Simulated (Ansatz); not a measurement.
**CH3Cl2Si radical: up Jacob's ladder to CCSD(T)**

An exercise on one series of results from a longer session: the logs are not shown, and one member is left open.

The runs use Ansatz 0.2.0, Gaussian basis; functionals in def2-TZVPP, the program's frozen cores in correlated methods.

The runs, in order: LDA (SPW92), PBE-D4, revPBE-D4, BLYP-D4, r2SCAN-D4, B97M-V, PBE0-D4, B3LYP-D4, r2SCANh-D4, r2SCAN0-D4, HSE06-D4, BHLYP-D4, CAM-B3LYP-D4, LC-ωPBE, ωB97X-V, ωB97M-V, B2PLYP, PBE-QIDH; CCSD(T)/def2-SVP; CCSD(T)/def2-TZVPP; MP2/def2-QZVPP; extrapolation to the limit; RPA on PBE.

## The relaxed structure

The geometry comes from an earlier relaxation with PBE0-D4 in a triple-zeta def2 set; it is a stationary point, not always the lowest conformer.

SMILES `[CH2][SiH](Cl)Cl`, 7 atoms, charge 0, spin multiplicity 2.

Atoms are counted from 1 here; the program's logs count them from 0.

Bond lengths: C1–Si2 1.823 Å, C1–H5 1.085 Å, C1–H6 1.085 Å, Si2–Cl3 2.049 Å, Si2–Cl4 2.049 Å, Si2–H7 1.475 Å. Angles: Si2–C1–H5 122.1°, Si2–C1–H6 122.1°, H5–C1–H6 115.8°, C1–Si2–Cl3 110.0°, C1–Si2–Cl4 110.0°, C1–Si2–H7 112.5°, Cl3–Si2–Cl4 107.9°, Cl3–Si2–H7 108.1°, Cl4–Si2–H7 108.2°.

The first run:

in.yaml

```yaml
crystal:
  periodic: [false, false, false]
  atoms:
    - {symbol: C, position_ang: [-0.692679, 0.892604, 0.197540]}
    - {symbol: Si, position_ang: [0.466267, -0.499479, -0.003851]}
    - {symbol: Cl, position_ang: [1.593750, -0.235361, -1.694270]}
    - {symbol: Cl, position_ang: [-0.574012, -2.252454, -0.209196]}
    - {symbol: H, position_ang: [-1.447700, 1.127160, -0.545473]}
    - {symbol: H, position_ang: [-0.668791, 1.540598, 1.067501]}
    - {symbol: H, position_ang: [1.384464, -0.640969, 1.142050]}
basis:
  gaussian: {orbitals: def2-TZVPP}
magnetization: {spin_polarized: true, initial_magnetization: 1}
hamiltonian: {xc: lda}
output: {orbitals: {seedname: orbitals}}
```

Steps of the session up to this table: LDA; PBE-D4 (GGA); revPBE-D4 (GGA); BLYP-D4 (GGA); r2SCAN-D4 (meta-GGA); B97M-V (meta-GGA); PBE0-D4 (hybrid); B3LYP-D4 (hybrid); r2SCANh-D4 (hybrid); r2SCAN0-D4 (hybrid); HSE06-D4 (hybrid); BHLYP-D4 (hybrid); CAM-B3LYP-D4 (range-separated); LC-ωPBE-D4 (range-separated; the results give it without D4); ωB97X-V (range-separated); ωB97M-V (range-separated); B2PLYP (double hybrid); PBE-QIDH (double hybrid).

One table of the session follows, with a row left open; its other results are not shown here.

It belongs to the step «Frontier levels by functional». 

```
  functional  HOMO (eV)  LUMO (eV)  gap (eV)
 LDA (SPW92)      -6.27      -4.82      1.45
      PBE-D4      -6.27      -4.22      2.05
   revPBE-D4      -6.23      -4.06      2.18
     BLYP-D4      -6.02      -4.19      1.83
   r2SCAN-D4      -6.77      -3.62      3.14
      B97M-V      -6.56      -3.97      2.58
     PBE0-D4          ?          ?         ?
    B3LYP-D4      -7.30      -3.43      3.87
  r2SCANh-D4      -7.28      -3.22      4.06
  r2SCAN0-D4      -8.05      -2.61      5.43
    HSE06-D4      -7.28      -3.41      3.87
    BHLYP-D4      -8.84      -1.89      6.95
CAM-B3LYP-D4      -8.98      -1.99      7.00
     LC-ωPBE     -10.57      -0.49     10.08
     ωB97X-V      -9.94      -1.02      8.91
     ωB97M-V      -9.71      -1.15      8.56
```

**Question.** Estimate the row for PBE0-D4.

The run gave: HOMO (eV): -7.68; LUMO (eV): -3.02; gap (eV): 4.67. In the column «HOMO (eV)» it lies between r2SCAN0-D4 (-8.05) and B3LYP-D4 (-7.30).
